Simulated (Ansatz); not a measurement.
HfMoC2:

```
CELL_PARAMETERS angstrom
3.19142 0.00000 0.00000
0.00000 3.19142 0.00000
0.00000 0.00000 4.48516
ATOMIC_POSITIONS crystal
Hf 0.00000 0.00000 0.00000
Mo 0.50000 0.50000 0.50000
C 0.50000 0.50000 0.00000
C 0.00000 0.00000 0.50000
```

The cell comes from a database or a generator and needn't be the stable form of this composition.

Base run:

| Item | Value |
| --- | --- |
| Program | Ansatz 0.2.0 |
| Functional | PBEsol |
| Potentials or basis | all-electron LAPW, scalar-relativistic |
| Cutoff | 301 eV (chosen from the basis error) |
| Basis error allowed | 0.002 eV/atom |
| k mesh | 8 × 8 × 6 |
| Occupations | fermi-dirac, width 0.05 eV |
| Spin | no spin polarisation |

Its results: band gap on the k mesh none (metal or under the smearing width); pressure -8.9 GPa.

The run is repeated on the same cell with these changes: hubbard terms from none to Hf d U = 8 eV, Mo d U = 8 eV. What comes out?

Band gap on the k mesh none (metal or under the smearing width); pressure 6.3 GPa.

Caveats: U is the effective U less J, on atomic orbitals that reach past the spheres (some runs); U without spin polarisation on a metal has little footing (some runs); the U is typed as a test and isn't derived for this compound (some runs).
